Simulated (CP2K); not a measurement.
Wanted: the native input for a CP2K 2026.2 run.

| Item | Value |
| --- | --- |
| Task | relaxation of cell and atoms |
| Functional | PBE |
| Potentials or basis | POTENTIAL_UZH Ge GTH-PBE-q4, W GTH-PBE-q14; TZVP-MOLOPT-PBE-GTH basis |
| Density cutoff | 9184 eV |
| k mesh | 7 × 7 × 7 |
| Occupations | fermi-dirac, width 0.05 eV |
| Spin | no spin polarisation |
| SCF solver | diagonalisation with k points |
| Quickstep method | GPW |
| EPS_DEFAULT | 1.0E-10 |
| EPS_SCF | 1.0E-6 |
| MAX_SCF | 100 |
| SCF_GUESS | ATOMIC |
| Mesh centred on Gamma | yes |
| CHOLESKY | OFF |
| EPS_EIGVAL | 1.0E-7 |
| MIXING METHOD | BROYDEN_MIXING |
| MIXING ALPHA | 0.4 |
| NBUFFER | 8 |
| NGRIDS | 5 |
| EXTRAPOLATION | USE_PREV_P |
| Basis sets | Ge TZVP-MOLOPT-PBE-GTH-q4, W TZVP-MOLOPT-PBE-GTH-q14 |
| Potentials | Ge GTH-PBE-q4 of POTENTIAL_UZH, W GTH-PBE-q14 of POTENTIAL_UZH |
| ADDED_MOS | [13] |
| Optimiser | BFGS |
| Most steps | 40 |
| KEEP_SPACE_GROUP | yes |
| Force threshold (eV/A) | 0.03 eV/Å |
| PRESSURE_TOLERANCE (bar) | 500 bar |
| Target pressure (GPa) | 0 GPa |
| REL_CUTOFF (Ry) | 60 Ry |
| MIXING BETA (1/bohr) | 1.5 1/bohr |
| CUTOFF of the grids | 675 Ry |

Crystal: GeW.

```
Ge W
1.0
     3.64529    0.00000    0.00000
     1.82265    3.15691    0.00000
     1.82265    1.05230    2.97637
Ge W
1 1
Direct
  0.50000 0.50000 0.50000
  0.00000 0.00000 0.00000
```

The cell was built by a generator and needn't be a form met in nature.

One way to write it, as run:

gew_vcrelax.inp

```
&GLOBAL
  PROJECT gew_vcrelax
  RUN_TYPE CELL_OPT
  PRINT_LEVEL LOW
&END GLOBAL
&FORCE_EVAL
  METHOD QS
  STRESS_TENSOR ANALYTICAL
  &DFT
    BASIS_SET_FILE_NAME BASIS_MOLOPT_UZH
    POTENTIAL_FILE_NAME POTENTIAL_UZH
    &MGRID
      CUTOFF 675
      REL_CUTOFF 60
      NGRIDS 5
    &END MGRID
    &QS
      METHOD GPW
      EPS_DEFAULT 1.0E-10
      EXTRAPOLATION USE_PREV_P
    &END QS
    &KPOINTS
      SCHEME MONKHORST-PACK 7 7 7
      GAMMA_CENTERED T
    &END KPOINTS
    &SCF
      SCF_GUESS ATOMIC
      EPS_SCF 1.0E-6
      MAX_SCF 100
      ADDED_MOS 13
      CHOLESKY OFF
      EPS_EIGVAL 1.0E-7
      &DIAGONALIZATION ON
        ALGORITHM STANDARD
      &END DIAGONALIZATION
      &MIXING ON
        METHOD BROYDEN_MIXING
        ALPHA 0.4
        BETA 1.5
        NBUFFER 8
      &END MIXING
      &SMEAR ON
        METHOD FERMI_DIRAC
        ELECTRONIC_TEMPERATURE [K] 580.226
      &END SMEAR
    &END SCF
    &XC
      &XC_FUNCTIONAL PBE
      &END XC_FUNCTIONAL
    &END XC
    &PRINT
      &KPOINTS ON
      &END KPOINTS
      &MULLIKEN ON
        &EACH
          CELL_OPT 0
        &END EACH
        ADD_LAST NUMERIC
      &END MULLIKEN
      &MO ON
        ENERGIES T
        OCCUPATION_NUMBERS T
        &EACH
          QS_SCF 0
          CELL_OPT 0
        &END EACH
        ADD_LAST NUMERIC
      &END MO
      &LOWDIN ON
        &EACH
          CELL_OPT 0
        &END EACH
        ADD_LAST NUMERIC
      &END LOWDIN
      &HIRSHFELD ON
        SHAPE_FUNCTION DENSITY
        &EACH
          CELL_OPT 0
        &END EACH
        ADD_LAST NUMERIC
      &END HIRSHFELD
    &END PRINT
  &END DFT
  &SUBSYS
    &CELL
      ABC 3.6452910205 3.6452910205 3.6452910205
      ALPHA_BETA_GAMMA 59.9999999990 59.9999999992 59.9999999990
      PERIODIC XYZ
    &END CELL
    &COORD
      SCALED
      Ge  0.5000000000 0.5000000000 0.5000000000
      W   0.0000000000 0.0000000000 0.0000000000
    &END COORD
    &KIND Ge
      BASIS_SET TZVP-MOLOPT-PBE-GTH-q4
      POTENTIAL GTH-PBE-q4
    &END KIND
    &KIND W
      BASIS_SET TZVP-MOLOPT-PBE-GTH-q14
      POTENTIAL GTH-PBE-q14
    &END KIND
    &PRINT
      &ATOMIC_COORDINATES ON
      &END ATOMIC_COORDINATES
      &CELL ON
      &END CELL
    &END PRINT
  &END SUBSYS
  &PRINT
    &FORCES ON
    &END FORCES
    &STRESS_TENSOR ON
    &END STRESS_TENSOR
  &END PRINT
&END FORCE_EVAL
&MOTION
  &CELL_OPT
    OPTIMIZER BFGS
    MAX_ITER 40
    MAX_FORCE [eV*angstrom^-1] 0.03
    RMS_FORCE [eV*angstrom^-1] 0.03
    MAX_DR 1.0E-2
    RMS_DR 1.0E-2
    EXTERNAL_PRESSURE [bar] 0.0
    PRESSURE_TOLERANCE [bar] 500
    KEEP_SPACE_GROUP T
  &END CELL_OPT
  &PRINT
    &TRAJECTORY ON
    &END TRAJECTORY
    &CELL ON
    &END CELL
    &FORCES ON
    &END FORCES
    &STRESS ON
    &END STRESS
    &RESTART OFF
    &END RESTART
    &RESTART_HISTORY OFF
    &END RESTART_HISTORY
  &END PRINT
&END MOTION
```

Potentials or basis: POTENTIAL_UZH Ge GTH-PBE-q4, W GTH-PBE-q14; TZVP-MOLOPT-PBE-GTH basis.

Run with:

```console
$ OMP_NUM_THREADS=1 cp2k.psmp -i gew_vcrelax.inp -o gew_vcrelax.out
```

Results of the run:

```json
{
 "Relaxed volume": "17.19 Å³/atom",
 "Relaxed cell": "a = 3.649 Å, b = 3.649 Å, c = 3.649 Å, α = 60.04°, β = 60.03°, γ = 60.03°",
 "Space group after relaxing (to 0.05 Å)": "Fm-3m (No. 225)",
 "Energy gained by relaxing": "0.1 meV/atom",
 "Ionic steps": "4",
 "Pressure after relaxing": "0.0 GPa",
 "Band gap on the k mesh": "none (metal or under the smearing width)",
 "Mulliken charges": "Ge -0.93; W +0.93 e",
 "Hirshfeld charges": "Ge -0.09; W +0.09 e"
}
```

Caveat: Mulliken charges move with the basis; the basis of atomic orbitals isn't converged, which shifts pressures, moduli and gaps.

Wall time 2.2 min on 1 thread of AMD EPYC 9R45 96-Core Processor (Zen 5) (shared host), peak memory 0.46 GiB.
